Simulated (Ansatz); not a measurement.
# TiB4Mo: where the electrons are, part 1 of 2

For TiB4Mo at its listed geometry, this session asks how the density differs from that of free atoms, which states sit where, how the density follows a moved atom and how compression changes the bonding charge.

Method: DFT r2SCAN, scalar-relativistic, plane waves, PAW, in Ansatz 0.2.0.

## (1) Starting point

It takes space group P6/mmm (No. 191, hexagonal). The conventional cell has a = 3.053 Å, b = 3.053 Å, c = 6.451 Å, α = 90.00°, β = 90.00°, γ = 120.00°. Around Ti (site symmetry 6/mmm) lie 12 B at 2.36 Å. B (site symmetry 3m) is surrounded by 3 B at 1.76 Å and 3 Ti at 2.36 Å and 3 Mo at 2.42 Å. Around Mo (site symmetry 6/mmm) lie 12 B at 2.42 Å.

As a file:

```cif
data_structure
_symmetry_space_group_name_H-M 'P6/mmm'
_symmetry_Int_Tables_number 191
_cell_length_a 3.0531
_cell_length_b 3.0531
_cell_length_c 6.4506
_cell_angle_alpha 90.000
_cell_angle_beta 90.000
_cell_angle_gamma 120.000
_cell_volume 52.07
loop_
_atom_site_label
_atom_site_type_symbol
_atom_site_symmetry_multiplicity
_atom_site_Wyckoff_symbol
_atom_site_fract_x
_atom_site_fract_y
_atom_site_fract_z
_atom_site_occupancy
Ti1 Ti 1 b 0.00000 0.00000 0.50000 1
B1 B 4 h 0.33333 0.66667 0.74380 1
Mo1 Mo 1 a 0.00000 0.00000 0.00000 1
```

The structure comes from the Materials Project (structure only).

## (2) The base run

input.yaml

```yaml
crystal:
  lattice:
    - [3.0531438851, 0.0, 0.0]
    - [-1.5265719425, 2.6441001659, 0.0]
    - [0.0, 0.0, 6.450592]
  atoms:
    - { symbol: Ti, position: [0.0, 0.0, 0.5] }
    - { symbol: B, position: [0.33333333, 0.66666667, 0.743802] }
    - { symbol: B, position: [0.33333333, 0.66666667, 0.256198] }
    - { symbol: B, position: [0.66666667, 0.33333333, 0.743802] }
    - { symbol: B, position: [0.66666667, 0.33333333, 0.256198] }
    - { symbol: Mo, position: [0.0, 0.0, 0.0] }
basis:
  ecutwfc: 500
  fft_grid_basis: typed
kpoints:
  mp_grid: { grid: [12, 12, 6] }
hamiltonian:
  xc: r2scan
  pseudopotentials: { kind: paw }
scf:
  occupations: { method: gaussian, width: 0.05 }
output:
  forces: true
  stress: true
  eigenvalues: true
  bader: true
  write_density: true
  volumetric_format: npy
  elf: true
```

Started as:

```
ansatz run input.yaml --threads 2 --pin off --max-ram 4096MiB --backend cpu --events-out ev --progress --plain --runs-dir out
```

Log, cut to the lines that bear on the results:

```text
Warning: RAYON_NUM_THREADS=2 ignored (pool sized by the plan → 2); use --threads N
[...]
Pseudopotentials: kind: paw
Pseudopotential: Ti, paw, valence charge 12, recommended cutoff 500 eV (meta_gga), Ti.paw.azcp
Pseudopotential: B, paw, valence charge 3, recommended cutoff 500 eV (meta_gga), B.paw.azcp
Pseudopotential: Mo, paw, valence charge 14, recommended cutoff 500 eV (meta_gga), Mo.paw.azcp
Functional definition: r2SCAN
[...]
Crystal: 6 atoms, lattice volume = 52.074 Å³
Basis set: ecut = 500 eV, 1331 PW (Γ), exchange–correlation on 96×96×192 points (64 copies of the dense FFT grid, shifted against one another)
Bands: 25, of which v1, the nominal top of the filled ones, is band 19 counted from 1 (18 counted from 0)
Symmetry: 24 space group operations
Space group: P6/mmm (ITA 191), of the structure as read, at distance tolerance 3.7e-5 Å
k-points: 76 of 864
[...]
SCF iter   1: F=—  HF=-8102.367600 eV  |F-HF|=—  |Δ(HF+E_count)|=         —  Δρ=1.49e-2  dr2=2.15e-1  dr2_τ=5.55e-1  ethr=1.77e-3  ⟨swp⟩=5.6  Hψ=8281  notcnv=0
[...]
SCF iter   8: F=-8102.473179 eV  HF=-8102.473179 eV  |F-HF|=2.72e-9  |Δ(HF+E_count)|=   1.99e-8  Δρ=5.02e-6  dr2=1.15e-8  dr2_τ=1.28e-9  ethr=2.63e-10  ⟨swp⟩=7.5  Hψ=8102  notcnv=0
[...]
SCF converged after 8 iterations
Free energy (F): -8102.473179 eV
[...]
E sigma→0 (E₀):  -8102.472323 eV
Entropy (-TS):   -0.001712 eV (-0.285 meV/atom)
Fermi energy:    17.497310 eV
[...]
--- Forces (eV/Å), atoms counted from 1 ---
  atom   1  Ti     0.00000000     0.00000000     0.00000000
  atom   2  B      0.00000000     0.00000000     0.07160441
  atom   3  B      0.00000000    -0.00000000    -0.07160441
  atom   4  B     -0.00000000    -0.00000000     0.07160441
  atom   5  B      0.00000000    -0.00000000    -0.07160441
  atom   6  Mo     0.00000000    -0.00000000     0.00000000
[...]
--- Stress (GPa, compression-positive) ---
       -3.276926       0.000000       0.000000
        0.000000      -3.276926       0.000000
        0.000000       0.000000      -3.390047
  P = ⅓ Tr σ = -3.3146 GPa (-33.146 kbar)
--- Band table (eV; the first three rows and the last of 76) ---
  k-point 0: bands = ["-46.4114", "-42.1866", "-19.9769", "-19.4771", "-19.4771", "-17.6345", "-17.1826", "-17.1826", "2.2342", "4.4508", "8.4245", "13.2260", "13.2260", "13.4987", "14.3313", "15.6177", "15.6177", "15.9652", "15.9652", "16.5563", "16.5563", "18.4885", "18.5703", [...]
--- Bader charges: 6 sites ---
  site symbol  charge [e]  shift [e]
     0     Ti      1.5295     0.0011
     1      B     -0.6387     0.0001
     2      B     -0.6386     0.0001
     3      B     -0.6387     0.0001
     4      B     -0.6386     0.0001
     5     Mo      1.0252     0.0007
  estimated error of the sums over rays = 6.5e-4 e
```

It took 42 s on 2 threads of Arm Neoverse N1, shared host; peak memory 0.53 GiB.

## (3) Density, ELF and deformation density

Density in a lattice plane of the grid's cell (edges 3.05 and 6.45 Å, at 0.000 of the third edge), which holds Ti and Mo.

Ten even steps from '0' (0.18 e/Å³) to '9' (10.15 e/Å³):
```
653100000135
321000000012
000000000000
000000000000
000000000000
000000000000
000000000000
220000000002
863000000036
985100000158
863000000036
220000000002
000000000000
000000000000
000000000000
000000000000
000000000000
321000000012
653100000135
664100000146
```
Columns run along the first of these edges and rows up along the second, over one cell in 12 and 20 even steps from the bottom left corner. Atoms in the plane (fractional): Ti at (0.00, 0.50), Mo at (0.00, 0.00).

ELF in the same plane.

Values, 12 rows by 6 columns:
```
0.74 0.61 0.20 0.41 0.20 0.61
0.20 0.19 0.51 0.71 0.51 0.19
0.15 0.31 0.70 0.84 0.70 0.31
0.06 0.12 0.61 0.81 0.61 0.12
0.61 0.49 0.18 0.53 0.18 0.49
0.00 0.63 0.10 0.22 0.10 0.63
0.61 0.49 0.18 0.53 0.18 0.49
0.06 0.12 0.61 0.81 0.61 0.12
0.15 0.31 0.70 0.84 0.70 0.31
0.20 0.19 0.51 0.71 0.51 0.19
0.74 0.61 0.20 0.41 0.20 0.61
0.22 0.75 0.25 0.29 0.25 0.75
```
Columns run along the first of these edges and rows up along the second, over one cell in 6 and 12 even steps from the bottom left corner. Atoms in the plane (fractional): Ti at (0.00, 0.50), Mo at (0.00, 0.00).

Both are smooth fields of the valence electrons: close to the nuclei they are not physical.

The highest ELF values outside the cores: 0.85 on the B–B line, 0.9 Å from B.

The reference for the deformation density is the superposition of neutral spherical atoms (taken from a run stopped after its first cycle, not shown).

Deformation density: the crystal less neutral atoms. These are valence pseudo-densities (PAW): inside the atomic spheres they are not the true ones.

Deformation density in a lattice plane of the grid's cell (edges 3.05 and 6.45 Å, at 0.000 of the third edge), which holds Ti and Mo.

Ten even steps from ' ' (-285.16 × 10⁻³ e/Å³) to '@' (154.05 × 10⁻³ e/Å³):
```
++++----++**##**++----++
------++**######**++----
--==++**####%%####**++==
++++****##%%@@%%##****++
++++****##@@@@@@##****++
==++++**##@@@@@@##**++++
--==++**##%%%%%%##**++==
::==++****######****++==
::==**++++******++++**==
  ::==++++++**++++++==::
::==**++++******++++**==
::==++****######****++==
--==++**##%%%%%%##**++==
==++++**##@@@@@@##**++++
++++****##@@@@@@##****++
++++****##%%@@%%##****++
--==++**####%%####**++==
------++**######**++----
++++----++**##**++----++
  ==++--++******++--++==
```
Columns run along the first of these edges and rows up along the second, over one cell in 12 and 20 even steps from the bottom left corner. Atoms in the plane (fractional): Ti at (0.00, 0.50), Mo at (0.00, 0.00).

Where does charge go when the atoms form this crystal?

- B–B (1.76 Å): Δρ is +0.16 e/Å³ at the midpoint, where it peaks: charge gathers in the bond, as in covalent bonding.
- B–Ti (2.36 Å): Δρ is about zero at the midpoint, so little bond charge builds up halfway.
- B–Mo (2.42 Å): Δρ is about zero at the midpoint: little charge gathers at the midpoint.
- Outside the cores the largest gain is 0.16 e/Å³, 0.9 Å from a B nucleus, and the largest loss 0.11 e/Å³, at the edge of the Mo core regions.
- In all about 0.17 e an atom is rearranged against the free atoms.
- Bader charges: Ti +1.53, B −0.64 and Mo +1.02 e.

## (4) Densities by energy window

The windows are set from the levels of the base run, in eV from its Fermi level.

Changes to input.yaml since step 2:

```diff
@@ -22,9 +22,26 @@
   occupations: { method: gaussian, width: 0.05 }
+  n_extra_bands: 6
 output:
   forces: true
-  stress: true
+  stress: false
   eigenvalues: true
-  bader: true
-  write_density: true
+  bader: false
+  write_density: false
   volumetric_format: npy
-  elf: true
+  band_densities:
+    - { e_range: [-0.25, 0.25] }
+    - { e_range: [-1.2, 0.0] }
+    - { e_range: [0.0, 1.2] }
+    - { e_range: [-15.28, -10.18] }
+    - { e_range: [-10.18, -5.09] }
+  dos:
+    e_range: [-30, 8]
+    de: 0.02
+    method: { smearing: { sigma: 0.03, scheme: gaussian } }
+    projected: { site_lists: { B: [B], Mo: [Mo], Ti: [Ti] } }
+checkpoint:
+  read: start.run
+  write: ck
+  compress: false
+  write_wavefunctions: false
+  write_every: 100000
```

Started as:

```
ansatz run input.yaml --threads 2 --pin off --max-ram 4096MiB --backend cpu --events-out ev --progress --plain --runs-dir out
```

Log, cut to the lines that bear on the results:

```text
Warning: RAYON_NUM_THREADS=2 ignored (pool sized by the plan → 2); use --threads N
scf.n_extra_bands = 6 over 19 filled bands (N_el = 38.0): the run solves 25 bands
[...]
[... 5 set-up lines as earlier in the session ...]
[...]
Crystal: 6 atoms, lattice volume = 52.074 Å³
Basis set: ecut = 500 eV, 1331 PW (Γ), exchange–correlation on 96×96×192 points (64 copies of the dense FFT grid, shifted against one another)
Bands: 25, of which v1, the nominal top of the filled ones, is band 19 counted from 1 (18 counted from 0)
[... 2 set-up lines as earlier in the session ...]
[...]
Fermi energy:    17.497325 eV
[...]
--- Forces (eV/Å), atoms counted from 1 ---
  atom   1  Ti    -0.00000000    -0.00000000     0.00000000
  atom   2  B     -0.00000000     0.00000000     0.07162204
  atom   3  B      0.00000000     0.00000000    -0.07162204
  atom   4  B     -0.00000000    -0.00000000     0.07162204
  atom   5  B     -0.00000000    -0.00000000    -0.07162204
  atom   6  Mo     0.00000000    -0.00000000     0.00000000
[...]
--- Band table (eV; the first three rows and the last of 76) ---
[... band rows left out ...]
[...]
--- Band densities, each state counted as filled ---
  window                                       electrons  max residual (eV)  cut levels
  e_range: [-0.25, 0.25]                        0.995370             5.0e-4           0
  e_range: [-1.2, 0]                            1.837963             2.4e-6           0
  e_range: [0, 1.2]                             2.937500             5.0e-4           0
  e_range: [-15.28, -10.18]                     4.111111             2.3e-6           0
  e_range: [-10.18, -5.09]                      7.833333             2.3e-6           0
```

Run time: 10 s. Hardware: 2 threads of Arm Neoverse N1, shared host; peak memory 0.52 GiB.

```
window (eV from the Fermi level)                                  what it holds  electrons a cell                       main Löwdin character
               −15.3 to −10.2 eV   the lower third of the occupied valence band              4.11   B 2s (45 %), B 2p (30 %) and Mo 4d (10 %)
                −10.2 to −5.1 eV  the middle third of the occupied valence band              7.83   B 2p (60 %), Mo 4d (20 %) and B 2s (10 %)
                  −1.2 to 0.0 eV   the filled states just under the Fermi level              1.84  Mo 4d (50 %), Ti 3d (25 %) and B 2p (20 %)
               −0.25 to +0.25 eV                  the states at the Fermi level              1.00  Mo 4d (55 %), Ti 3d (25 %) and B 2p (20 %)
                  0.0 to +1.2 eV     the empty states just over the Fermi level              2.94  Mo 4d (45 %), Ti 3d (35 %) and B 2p (20 %)
```

Density of the states at the Fermi level, scaled to one electron a cell, in a lattice plane of the grid's cell (edges 3.05 and 6.45 Å, at 0.000 of the third edge), which holds Ti and Mo.

Ten even steps from '0' (3.75 × 10⁻³ per Å³) to '9' (182.50 × 10⁻³ per Å³):
```
775310001357
863100000136
321000000012
000000000000
000000000000
000000000000
000000000000
111000000011
653100000135
973100000137
653100000135
111000000011
000000000000
000000000000
000000000000
000000000000
321000000012
863100000136
775310001357
766410001466
```
Columns run along the first of these edges and rows up along the second, over one cell in 12 and 20 even steps from the bottom left corner. Atoms in the plane (fractional): Ti at (0.00, 0.50), Mo at (0.00, 0.00).

Projected on a minimal set of atomic orbitals (Löwdin), they are Mo 4d (55 %), Ti 3d (25 %) and B 2p (20 %). In space (atomic cells sized by Bader volumes) the density divides as Mo about 50 %, B about 30 % and Ti about 20 %. 

## (5) Moving B3 by 0.05 Å

The shift is (0.000, 0.050, 0.000) Å; all periodic copies of the atom move with it.

Changes to input.yaml since step 2:

```diff
@@ -8,3 +8,3 @@
     - { symbol: B, position: [0.33333333, 0.66666667, 0.743802] }
-    - { symbol: B, position: [0.33333333, 0.66666667, 0.256198] }
+    - { symbol: B, position: [0.3427883425, 0.6855766949, 0.256198] }
     - { symbol: B, position: [0.66666667, 0.33333333, 0.743802] }
@@ -29,2 +29 @@
   volumetric_format: npy
-  elf: true
```

Started as:

```
ansatz run input.yaml --threads 2 --pin off --max-ram 4096MiB --backend cpu --events-out ev --progress --plain --runs-dir out
```

Log, cut to the lines that bear on the results:

```text
Warning: RAYON_NUM_THREADS=2 ignored (pool sized by the plan → 2); use --threads N
[...]
[... 5 set-up lines as earlier in the session ...]
[...]
Crystal: 6 atoms, lattice volume = 52.074 Å³
Basis set: ecut = 500 eV, 1331 PW (Γ), exchange–correlation on 96×96×192 points (64 copies of the dense FFT grid, shifted against one another)
Bands: 25, of which v1, the nominal top of the filled ones, is band 19 counted from 1 (18 counted from 0)
Symmetry: 2 space group operations
Space group: Cm (ITA 8), of the structure as read, at distance tolerance 3.7e-5 Å
k-points: 242 of 864 (time reversal used)
[...]
Fermi energy:    17.505127 eV
[...]
--- Forces (eV/Å), atoms counted from 1 ---
  atom   1  Ti     0.00000000     0.16537623     0.01455763
  atom   2  B     -0.00000000    -0.00251819     0.06898623
  atom   3  B     -0.00000000    -0.89715074    -0.07385037
  atom   4  B      0.00000000     0.01164550     0.06839895
  atom   5  B      0.00000000     0.60539781    -0.07315715
  atom   6  Mo     0.00000000     0.11724682    -0.00493579
[...]
--- Stress (GPa, compression-positive) ---
       -3.585198       0.000000       0.000000
        0.000000      -2.665657       0.190827
        0.000000       0.190827      -3.170417
  P = ⅓ Tr σ = -3.1404 GPa (-31.404 kbar)
--- Band table (eV; the first three rows and the last of 242) ---
[... band rows left out ...]
[...]
--- Bader charges: 6 sites ---
  site symbol  charge [e]  shift [e]
     0     Ti      1.5289     0.0011
     1      B     -0.6386     0.0001
     2      B     -0.6409     0.0000
     3      B     -0.6386     0.0001
     4      B     -0.6355     0.0002
     5     Mo      1.0247     0.0007
  estimated error of the sums over rays = 8.3e-4 e
```

Run time: 1.9 min. Hardware: 2 threads of Arm Neoverse N1, shared host; peak memory 0.65 GiB.

Change of the density less the rigid motion of the neutral atom's own density.

About 0.05 e is rearranged in the cell. The largest gain outside the cores, 0.03 e/Å³, lies at the edge of the B core regions, and the largest loss, 0.02 e/Å³, at the edge of the B core regions.

The force on it changes by 0.90 eV/Å along the move, against it: a stiffness of about 18 eV/Å² for this sublattice shift.

(Continued in part 2 of 2.)
